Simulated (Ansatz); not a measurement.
Nudged elastic band run: Mg$_{8}$HO$_{8}$

Input file:

```yaml
crystal:
  lattice:
    - [0.0, 4.1899, 4.1899]
    - [4.1899, 0.0, 4.1899]
    - [4.1899, 4.1899, 0.0]
  atoms:
    - { symbol: Mg, position: [0.00314353, -0.0010137, -0.0005111] }
    - { symbol: O, position: [0.23236304, 0.2559126, 0.25640216], spin: 0.11 }
    - { symbol: Mg, position: [-0.00158305, 0.00126523, 0.50071018] }
    - { symbol: O, position: [0.24895375, 0.2496886, 0.75122523] }
    - { symbol: Mg, position: [-0.00157771, 0.50021519, 0.00174901] }
    - { symbol: O, position: [0.24895275, 0.75072785, 0.25018794] }
    - { symbol: Mg, position: [-0.00158903, 0.50020249, 0.50070329] }
    - { symbol: O, position: [0.24895404, 0.75072901, 0.75122531] }
    - { symbol: Mg, position: [0.49713227, -0.00104793, -0.00054501] }
    - { symbol: O, position: [0.75413514, 0.25589324, 0.25638201], spin: 0.11 }
    - { symbol: Mg, position: [0.49711758, -0.00106095, 0.50561129] }
    - { symbol: O, position: [0.75412796, 0.25588326, 0.73469413], spin: 0.11 }
    - { symbol: Mg, position: [0.49712322, 0.50509203, -0.00055278] }
    - { symbol: O, position: [0.75413097, 0.73419418, 0.25637615], spin: 0.11 }
    - { symbol: Mg, position: [0.49954196, 0.50018625, 0.50068648] }
    - { symbol: O, position: [0.74792201, 0.7507261, 0.75122196] }
    - { symbol: H, position: [0.6234252, 0.12556414, 0.12612805], spin: 0.46 }
magnetization:
  spin_polarized: true
basis:
  ecutwfc: 500.0
kpoints:
  mp_grid: { grid: [2, 2, 2] }
hamiltonian:
  xc: r2scan
  pseudopotentials: { kind: paw, azcp: { folder: soft_1 } }
scf:
  occupations: { method: gaussian, width: 0.02 }
  lower_state_search: "off"
  max_iter: 79
neb:
  images: 3
  f_tol: 0.05
  max_iterations: 50
  order_check: false
  spring: 0.05
  optimiser: fire
  final_atoms:
    - { symbol: Mg, position: [0.00188498, 0.0013089, 0.00170824] }
    - { symbol: O, position: [0.2499799, 0.24942175, 0.24980921] }
    - { symbol: Mg, position: [0.00185949, 0.00128214, 0.49547429] }
    - { symbol: O, position: [0.24997876, 0.24942003, 0.75108223] }
    - { symbol: Mg, position: [0.00189323, 0.49497093, 0.00171664] }
    - { symbol: O, position: [0.24998037, 0.75068863, 0.24980975] }
    - { symbol: Mg, position: [-0.00047249, 0.49999631, 0.50038139] }
    - { symbol: O, position: [0.26661825, 0.74430238, 0.74468039] }
    - { symbol: Mg, position: [0.49570402, 0.00126444, 0.00166505] }
    - { symbol: O, position: [0.75125531, 0.2494192, 0.2498073] }
    - { symbol: Mg, position: [0.50054338, -0.00100401, 0.50037419] }
    - { symbol: O, position: [0.74488002, 0.26597383, 0.74471404] }
    - { symbol: Mg, position: [0.50054809, 0.49999385, -0.00063436] }
    - { symbol: O, position: [0.74485754, 0.74431347, 0.26641884] }
    - { symbol: Mg, position: [0.50054467, 0.49998929, 0.50037561] }
    - { symbol: O, position: [0.74487465, 0.74433008, 0.7447087] }
    - { symbol: H, position: [0.87547964, -0.12541494, -0.12480323] }
```

Run as:

```bash
$ ansatz run input.yaml --threads 4 --pin off --max-ram 10240MiB --backend cpu --events-out ev --progress --plain --runs-dir out
```

Output, in part (warnings, iteration lines):

```
NEB end point (image 0): max|allowed force component| = 9.692e-3 eV/Å (the criterion of neb.relax_end_points is 1.000e-2)
NEB end point (image 4): max|allowed force component| = 1.942e-2 eV/Å (the criterion of neb.relax_end_points is 1.000e-2)
WARN: the starting moments were not kept: the SCF closed with an absolute magnetisation of 4.1e-6 μB, where they sum to 0.9 μB in size (5 sites). That is at most 0.1 of that sum. Measured as dr2_m measures the in/out step, that magnetisation stands 2.0e-12 eV from none, at or under the …
NEB iter   1: max|band force component| = 2.229e0 eV/Å  barrier→ = 1.4525 eV  barrier← = 1.4524 eV  Δτ_max = 0.0454 Å  (106 SCF iters)
NEB iter   2: max|band force component| = 1.294e0 eV/Å  barrier→ = 1.0860 eV  barrier← = 1.0859 eV  Δτ_max = 0.0709 Å  (24 SCF iters)
NEB iter   3: max|band force component| = 6.040e-1 eV/Å  barrier→ = 0.7810 eV  barrier← = 0.7809 eV  Δτ_max = 0.0663 Å  (27 SCF iters)
NEB iter   4: max|band force component| = 1.068e0 eV/Å  barrier→ = 0.7579 eV  barrier← = 0.7578 eV  Δτ_max = 0.0054 Å  (28 SCF iters)
NEB iter   5: max|band force component| = 9.467e-1 eV/Å  barrier→ = 0.7331 eV  barrier← = 0.7330 eV  Δτ_max = 0.0102 Å  (16 SCF iters)
NEB iter   6: max|band force component| = 7.205e-1 eV/Å  barrier→ = 0.6931 eV  barrier← = 0.6930 eV  Δτ_max = 0.0138 Å  (21 SCF iters)
NEB iter   7: max|band force component| = 4.168e-1 eV/Å  barrier→ = 0.6529 eV  barrier← = 0.6528 eV  CI = image 2  Δτ_max = 0.0157 Å  (21 SCF iters)
NEB iter   8: max|band force component| = 2.220e-1 eV/Å  barrier→ = 0.6265 eV  barrier← = 0.6264 eV  CI = image 2  Δτ_max = 0.0149 Å  (21 SCF iters)
NEB iter   9: max|band force component| = 2.507e-1 eV/Å  barrier→ = 0.6199 eV  barrier← = 0.6198 eV  CI = image 2  Δτ_max = 0.0013 Å  (21 SCF iters)
NEB iter  10: max|band force component| = 2.253e-1 eV/Å  barrier→ = 0.6181 eV  barrier← = 0.6180 eV  CI = image 2  Δτ_max = 0.0024 Å  (13 SCF iters)
NEB iter  11: max|band force component| = 1.774e-1 eV/Å  barrier→ = 0.6151 eV  barrier← = 0.6150 eV  CI = image 2  Δτ_max = 0.0033 Å  (15 SCF iters)
NEB iter  12: max|band force component| = 1.229e-1 eV/Å  barrier→ = 0.6116 eV  barrier← = 0.6115 eV  CI = image 2  Δτ_max = 0.0038 Å  (16 SCF iters)
NEB iter  13: max|band force component| = 1.138e-1 eV/Å  barrier→ = 0.6087 eV  barrier← = 0.6086 eV  CI = image 2  Δτ_max = 0.0038 Å  (18 SCF iters)
NEB iter  14: max|band force component| = 1.270e-1 eV/Å  barrier→ = 0.6066 eV  barrier← = 0.6065 eV  CI = image 2  Δτ_max = 0.0036 Å  (18 SCF iters)
NEB iter  15: max|band force component| = 1.273e-1 eV/Å  barrier→ = 0.6052 eV  barrier← = 0.6051 eV  CI = image 2  Δτ_max = 0.0034 Å  (18 SCF iters)
NEB iter  16: max|band force component| = 1.088e-1 eV/Å  barrier→ = 0.6039 eV  barrier← = 0.6038 eV  CI = image 2  Δτ_max = 0.0044 Å  (18 SCF iters)
NEB iter  17: max|band force component| = 9.845e-2 eV/Å  barrier→ = 0.6025 eV  barrier← = 0.6024 eV  CI = image 2  Δτ_max = 0.0051 Å  (18 SCF iters)
NEB iter  18: max|band force component| = 5.137e-2 eV/Å  barrier→ = 0.6018 eV  barrier← = 0.6017 eV  CI = image 2  Δτ_max = 0.0001 Å  (20 SCF iters)
NEB iter  19: max|band force component| = 4.895e-2 eV/Å  barrier→ = 0.6017 eV  barrier← = 0.6016 eV  CI = image 2  Δτ_max = 0.0000 Å  (6 SCF iters)
```

The forces met the threshold. The order of the stationary point at the top wasn't checked. Limits of this set-up: coarse k mesh.

Final band (atoms are numbered from 1 in the order of the input):

```json
{"image": "0", "path coordinate (Å)": "0.00", "energy (eV)": "0.00", "Mg11–H17 (Å)": "1.84", "Mg13–H17 (Å)": "1.84", "Mg3–H17 (Å)": "3.47"}
{"image": "1", "path coordinate (Å)": "0.55", "energy (eV)": "0.33", "Mg11–H17 (Å)": "2.10", "Mg13–H17 (Å)": "2.10", "Mg3–H17 (Å)": "2.98"}
{"image": "2", "path coordinate (Å)": "1.10", "energy (eV)": "0.60", "Mg11–H17 (Å)": "2.50", "Mg13–H17 (Å)": "2.50", "Mg3–H17 (Å)": "2.51"}
{"image": "3", "path coordinate (Å)": "1.64", "energy (eV)": "0.34", "Mg11–H17 (Å)": "2.98", "Mg13–H17 (Å)": "2.98", "Mg3–H17 (Å)": "2.10"}
{"image": "4", "path coordinate (Å)": "2.20", "energy (eV)": "0.00", "Mg11–H17 (Å)": "3.47", "Mg13–H17 (Å)": "3.47", "Mg3–H17 (Å)": "1.84"}
```

Time of the run: 7.3 min on 4 threads of Intel(R) Xeon(R) 6975P-C (Granite Rapids) (shared host), peak memory 2.1 GiB.
